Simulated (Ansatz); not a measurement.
# Ge2CN4: the band gap up the ladder of functionals

The task here is to estimate one member of a computed series from the others.

Code: Ansatz 0.2.0. PAW datasets, plane waves. Note: simulated data, non-magnetic, for a generated structure that need not be the stable one.

### The cell

The cell was relaxed beforehand with r2SCAN.

It is monoclinic, Pm (No. 6); conventional cell a = 7.313 Å, b = 2.924 Å, c = 7.394 Å, β = 117.0°, 10.06 Å³ an atom. Around Ge lie 4 N at 1.77–1.86 Å; around Ge lie 4 N at 1.76–1.84 Å; around C lie 4 N at 1.42–1.71 Å; around Ge lie 4 N at 1.83–1.84 Å; around Ge lie 4 N at 1.84–1.93 Å.

As a file:

Space group Pm (No. 6). a = 7.313 Å, b = 2.924 Å, c = 7.394 Å, α = 90.00°, β = 116.96°, γ = 90.00°
```
atom  site  symmetry       x       y       z
  Ge    1b         m  0.7911  0.5000  0.1683
  Ge    1a         m  0.5831  0.0000  0.7530
   C    1a         m  0.1833  0.0000  0.4426
  Ge    1b         m  0.8528  0.5000  0.5856
  Ge    1b         m  0.3754  0.5000  0.2250
   C    1a         m  0.2169  0.0000  0.7995
   N    1b         m  0.6556  0.5000  0.3195
   N    1a         m  0.3025  0.0000  0.6595
   N    1b         m  0.0468  0.5000  0.3954
   N    1a         m  0.7547  0.0000  0.0198
   N    1a         m  0.2837  0.0000  0.3164
   N    1b         m  0.6407  0.5000  0.6552
   N    1a         m  0.0042  0.0000  0.7192
   N    1b         m  0.3092  0.5000  0.9410
```

The first run:

Input file input.yaml:

```yaml
crystal:
  lattice:
    - [7.3106396732, 0.0, -0.1717922171]
    - [0.0, 2.9236568986, 0.0]
    - [-3.8042508621, 0.0, 6.6812448575]
  atoms:
    - { symbol: Ge, position: [0.6227667428, 0.5, 0.8316518308] }
    - { symbol: Ge, position: [0.8300594573, 0.0, 0.2469978834] }
    - { symbol: C, position: [0.7407120286, 0.0, 0.5574188941] }
    - { symbol: Ge, position: [0.2671774587, 0.5, 0.4143887799] }
    - { symbol: Ge, position: [0.1503902082, 0.5, 0.7750105225] }
    - { symbol: C, position: [0.4173907779, 0.0, 0.2004852922] }
    - { symbol: "N", position: [0.3360763443, 0.5, 0.6804753677] }
    - { symbol: "N", position: [0.6429989126, 0.0, 0.3404723229] }
    - { symbol: "N", position: [0.6514012018, 0.5, 0.6045828634] }
    - { symbol: "N", position: [0.7348872715, 0.0, 0.9802051933] }
    - { symbol: "N", position: [-0.0327158475, 0.0, 0.6836129834] }
    - { symbol: "N", position: [0.9855547561, 0.5, 0.344840239] }
    - { symbol: "N", position: [0.2850553919, 0.0, 0.2808220781] }
    - { symbol: "N", position: [0.3682452959, 0.5, 0.0590357494] }
kpoints:
  mp_grid: { grid: [4, 8, 4] }
  band_path:
    path:
      - [0.0, 0.0, 0.0]
      - [7.152610542473e-35, -0.5, -4.875114205333e-18]
      - [6.359201776029e-19, -0.5, -0.5]
      - [-1.572798351191e-18, -2.530244949633e-35, -0.5]
      - [0.0, 0.0, 0.0]
      - [-0.5, 1.667777724838e-19, -2.806522966602e-17]
      - [-0.5, -0.5, -2.806522966602e-17]
      - [7.152610542473e-35, -0.5, -4.875114205333e-18]
      - [-0.5, -0.5, 0.5]
      - [-0.5, 1.667777724838e-19, 0.5]
      - [0.0, 0.0, 0.0]
    npoints: 10
hamiltonian:
  xc: pbe
scf:
  occupations: { method: fermi_dirac, width: 0.02 }
  n_extra_bands: 7
output:
  forces: true
  stress: true
  eigenvalues: true
  write_density: true
  write_potential: true
  elf: true
  volumetric_format: npy
```

Among the steps run: PBE bands along the symmetry lines; r2SCAN; Single point with HSE06; Single point with PBE+SOC; Single point with PBE0.

One of the session's tables, all rows but one given; the rest of the session is left out.

```
  level  gap (eV)
    PBE      1.26
 r2SCAN      1.52
  HSE06      2.54
PBE+SOC      1.26
   PBE0         ?
```

**Question.** Estimate the row for PBE0.

The run gave: gap (eV): 3.28. In the column «gap (eV)» it is the highest.

Meshes: PBE 4×8×4, r2SCAN 4×8×4, HSE06 2×6×2, PBE+SOC 4×8×4, PBE0 2×6×2

PBE reaches 50 % of the HSE06 value, and r2SCAN 60 %. PBE0 lies 0.75 eV above HSE06, which differs from it by screening the long-range exchange.

To keep in mind: Warnings in the runs' records: stress scf threshold loose, stress exchange threshold loose.
